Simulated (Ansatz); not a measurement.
# C₄H₁₃BS: one species, many methods

One table from this session's results is given with a row withheld; the runs are named, their logs left out.

Program: Ansatz 0.2.0, Gaussian basis. Level of theory: functionals in def2-TZVPP, the program's frozen cores in correlated methods. These are calculated values, not measurements.

Levels to be run: LDA (SPW92), PBE-D4, revPBE-D4, BLYP-D4, r2SCAN-D4, B97M-V, PBE0-D4, B3LYP-D4, r2SCANh-D4, r2SCAN0-D4, HSE06-D4, BHLYP-D4, CAM-B3LYP-D4, LC-ωPBE, ωB97X-V, ωB97M-V, B2PLYP, PBE-QIDH; CCSD(T)/def2-SVP; MP2/def2-TZVPP; RPA on PBE.

1 further run of the same task is left out (it didn't finish). Runs told in other sessions of the task aren't counted.

**Structure used throughout**

The geometry comes from an earlier relaxation with PBE0-D4 in a triple-zeta def2 set; it is a stationary point, not always the lowest conformer.

SMILES `C[BH-](C)[S+](C)C`, 19 atoms, charge 0, spin multiplicity 1.

Atoms are counted from 1 here; the program's logs count them from 0.

Bond lengths: C1–B2 1.606 Å, C1–H7 1.097 Å, C1–H8 1.095 Å, C1–H9 1.096 Å, B2–C3 1.610 Å, B2–S4 1.996 Å, B2–H10 1.222 Å, C3–H11 1.095 Å, C3–H12 1.097 Å, C3–H13 1.095 Å, S4–C5 1.788 Å, S4–C6 1.791 Å, C5–H14 1.090 Å, C5–H15 1.090 Å, C5–H16 1.090 Å, C6–H17 1.090 Å, C6–H18 1.090 Å, C6–H19 1.090 Å. Angles: B2–C1–H7 113.7°, B2–C1–H8 115.3°, B2–C1–H9 107.8°, H7–C1–H8 107.8°, H7–C1–H9 105.8°, H8–C1–H9 105.7°, C1–B2–C3 115.7°, C1–B2–S4 110.4°, C1–B2–H10 114.0°, C3–B2–S4 104.5°, C3–B2–H10 113.4°, S4–B2–H10 96.6°, B2–C3–H11 108.5°, B2–C3–H12 113.5°, B2–C3–H13 114.2°, H11–C3–H12 105.9°, H11–C3–H13 106.5°, H12–C3–H13 107.7° and more.

The first run:

Input file in.yaml:

```yaml
crystal:
  periodic: [false, false, false]
  atoms:
    - {symbol: C, position_ang: [0.064159, -1.734481, -0.007768]}
    - {symbol: B, position_ang: [0.997787, -0.453671, -0.268142]}
    - {symbol: C, position_ang: [2.070920, -0.126640, 0.886158]}
    - {symbol: S, position_ang: [-0.111426, 1.199789, -0.402901]}
    - {symbol: C, position_ang: [-1.307736, 0.838509, -1.681435]}
    - {symbol: C, position_ang: [-1.173298, 1.211287, 1.038716]}
    - {symbol: H, position_ang: [-0.425364, -1.731585, 0.973691]}
    - {symbol: H, position_ang: [-0.706013, -1.913719, -0.765473]}
    - {symbol: H, position_ang: [0.704554, -2.623790, -0.018931]}
    - {symbol: H, position_ang: [1.467009, -0.401373, -1.395164]}
    - {symbol: H, position_ang: [2.804606, -0.939445, 0.919083]}
    - {symbol: H, position_ang: [1.632179, -0.075675, 1.890646]}
    - {symbol: H, position_ang: [2.636723, 0.796495, 0.723737]}
    - {symbol: H, position_ang: [-0.744412, 0.700350, -2.603763]}
    - {symbol: H, position_ang: [-1.847951, -0.077826, -1.445502]}
    - {symbol: H, position_ang: [-1.996484, 1.675706, -1.792422]}
    - {symbol: H, position_ang: [-0.527801, 1.342332, 1.906626]}
    - {symbol: H, position_ang: [-1.706642, 0.264464, 1.121149]}
    - {symbol: H, position_ang: [-1.872714, 2.044773, 0.977996]}
basis:
  gaussian: {orbitals: def2-TZVPP}
hamiltonian: {xc: lda}
output: {orbitals: {seedname: orbitals}}
```

The run is started by

```bash
$ ansatz run in.yaml --threads 4 --pin off --events-out ev --progress --plain --max-ram 11315MiB
```

Steps of the session up to this table: LDA; PBE-D4 (GGA); revPBE-D4 (GGA); BLYP-D4 (GGA); r2SCAN-D4 (meta-GGA); B97M-V (meta-GGA); B3LYP-D4 (hybrid); r2SCANh-D4 (hybrid); r2SCAN0-D4 (hybrid); HSE06-D4 (hybrid); BHLYP-D4 (hybrid); CAM-B3LYP-D4 (range-separated); LC-ωPBE (range-separated); ωB97X-V (range-separated); ωB97M-V (range-separated); B2PLYP (double hybrid); PBE-QIDH (double hybrid).

One table of the session follows, with a row left open; its other results are not shown here.

It belongs to the step «Orbital energies across the functionals». 

| functional | HOMO (eV) | LUMO (eV) | gap (eV) |
| --- | --- | --- | --- |
| LDA (SPW92) | -6.35 | -0.68 | 5.67 |
| PBE-D4 | -6.27 | -0.51 | 5.76 |
| revPBE-D4 | -6.22 | -0.42 | 5.79 |
| BLYP-D4 | -6.18 | -0.42 | 5.76 |
| r2SCAN-D4 | -6.53 | -0.18 | 6.35 |
| B97M-V | -6.63 | -0.30 | 6.33 |
| PBE0-D4 | -7.55 | 0.47 | 8.02 |
| B3LYP-D4 | -7.36 | 0.19 | 7.55 |
| r2SCANh-D4 | -7.00 | 0.18 | 7.18 |
| r2SCAN0-D4 | -7.72 | 0.69 | 8.40 |
| HSE06-D4 | ? | ? | ? |
| BHLYP-D4 | -8.74 | 1.36 | 10.10 |
| CAM-B3LYP-D4 | -8.93 | 1.47 | 10.40 |
| LC-ωPBE | -10.25 | 2.74 | 12.99 |
| ωB97X-V | -9.92 | 2.53 | 12.46 |
| ωB97M-V | -9.79 | 2.20 | 11.99 |

**Question.** Estimate the row for HSE06-D4.

As computed: HOMO (eV): -7.15; LUMO (eV): 0.09; gap (eV): 7.24. In the column «HOMO (eV)» it lies between B3LYP-D4 (-7.36) and r2SCANh-D4 (-7.00).
